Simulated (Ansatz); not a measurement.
CH₆S₂Si, SMILES CS[SiH2]S, harmonic frequencies at the relaxed geometry

Computed with the Python package of Ansatz (0.2.0).

Typed at the interpreter:
```pycon
>>> import ansatz as az
>>> import numpy as np
>>> geometry_ang = [
...     ("C", (-1.17, 1.1107, -0.5316)),
...     ("S", (-0.1892, 0.9639, 0.9242)),
...     ("Si", (0.4717, -1.0551, 0.7759)),
...     ("S", (1.9515, -1.1562, -0.848)),
...     ("H", (-0.6267, 1.0209, -1.473)),
...     ("H", (-1.6481, 2.1771, -0.553)),
...     ("H", (-2.012, 0.4345, -0.5336)),
...     ("H", (-0.6122, -1.9334, 0.5305)),
...     ("H", (1.2136, -1.4032, 2.0834)),
...     ("H", (2.7046, -0.2104, -0.3719)),
... ]
>>> system = az.Crystal.molecule()
>>> for symbol, xyz in geometry_ang:
...     system = system.atom(symbol, xyz)
...
>>> job = (
...     system.calculation()
...     .basis(gaussian="6-31G*")
...     .functional("pbe0", dispersion="d3bj")
...     .scf(lower_state_search="off")
... )
>>> symbols = [site.symbol for site in system.cartesian_sites]
>>> start = np.array([site.position_ang for site in system.cartesian_sites], dtype=float)
>>> report = job.relax(force_tolerance=0.003).run(threads=1, backend="cpu").report

>>> end = np.array(report["positions_ang"])
>>> print("bond        before    after (A)")
bond        before    after (A)
>>> for i, j in [(0, 1), (0, 4), (0, 5), (0, 6), (1, 2), (2, 3), (2, 7), (2, 8), (3, 9)]:
...     d0, d1 = (np.linalg.norm(xyz[i] - xyz[j]) for xyz in (start, end))
...     print(f"{symbols[i]}{i}-{symbols[j]}{j}".ljust(10), f"{d0:8.4f} {d1:8.4f}")
...
C0-S1        1.7615   1.8262
C0-H4        1.0906   1.0926
C0-H5        1.1689   1.0919
C0-H6        1.0799   1.0927
S1-Si2       2.1296   2.1270
Si2-S3       2.1993   2.1470
Si2-H7       1.4165   1.4868
Si2-H8       1.5431   1.4850
S3-H9        1.2994   1.3474
>>> for i, j, k in [(1, 0, 4), (1, 0, 5), (1, 0, 6), (4, 0, 5), (4, 0, 6), (5, 0, 6), (0, 1, 2), (1, 2, 3)]:
...     u, v = end[i] - end[j], end[k] - end[j]
...     print(f"angle {symbols[i]}{i}-{symbols[j]}{j}-{symbols[k]}{k}: {np.degrees(np.arccos(np.clip(u @ v / np.linalg.norm(u) / np.linalg.norm(v), -1, 1))):.2f} deg")
...
angle S1-C0-H4: 110.92 deg
angle S1-C0-H5: 106.87 deg
angle S1-C0-H6: 111.07 deg
angle H4-C0-H5: 109.11 deg
angle H4-C0-H6: 109.81 deg
angle H5-C0-H6: 108.99 deg
angle C0-S1-Si2: 99.85 deg
angle S1-Si2-S3: 114.34 deg
>>> # same settings at the minimum
>>> minimum = az.Crystal.molecule()
>>> for symbol, xyz in zip(symbols, end):
...     minimum = minimum.atom(symbol, xyz.tolist())
...
>>> vibrating = (
...     minimum.calculation()
...     .basis(gaussian="6-31G*")
...     .functional("pbe0", dispersion="d3bj")
...     .scf(lower_state_search="off")
...     .phonons(temperatures=(298.15, 498.15, 100))
... )
>>> vib = vibrating.run(threads=1, backend="cpu").report["vibrations"]
>>> sums = vib["harmonic_sums"]
>>> modes = [m["omega_inv_cm"] for m in sums["modes_at_gamma"] if m["rigid_motion"] == "no"]
>>> print("frequencies (1/cm):", " ".join(f"{w:.0f}" for w in modes))
frequencies (1/cm): 84 130 149 200 277 477 505 557 689 731 799 879 916 1004 1016 1395 1503 1508 2267 2287 2728 3094 3190 3200
>>> print("imaginary modes:", sum(w < 0 for w in modes), " zero-point energy:", round(sums["zero_point_energy_ev"], 4), "eV")
imaginary modes: 0  zero-point energy: 1.8341 eV
>>> print("T (K)   F_vib (eV)   S_vib (meV/K)   C_vib (meV/K)")
T (K)   F_vib (eV)   S_vib (meV/K)   C_vib (meV/K)
>>> for row in zip(sums["temperatures_k"], sums["vibrational_free_energy_ev"], vib["entropy_ev_per_k"], vib["heat_capacity_ev_per_k"]):
...     print(f"{row[0]:6.1f} {row[1]:11.4f} {1000 * row[2]:13.4f} {1000 * row[3]:15.4f}")
...
 298.1      1.7387        0.7074          0.7496
 398.1      1.6556        0.9513          0.9391
 498.1      1.5490        1.1787          1.0901
```

Notes:
- These settings explore the input space; basis and method may be short of convergence.
- The frequencies are harmonic and unscaled, in a modest basis. The result belongs to the one conformer reached from this start, and soft torsions count as harmonic oscillators.
- Hardware and time: 3.6 min on 1 thread of Arm Neoverse V1 (shared host), peak memory 0.24 GiB.

(Lines on the test bed's own set-up are left out of the output.)
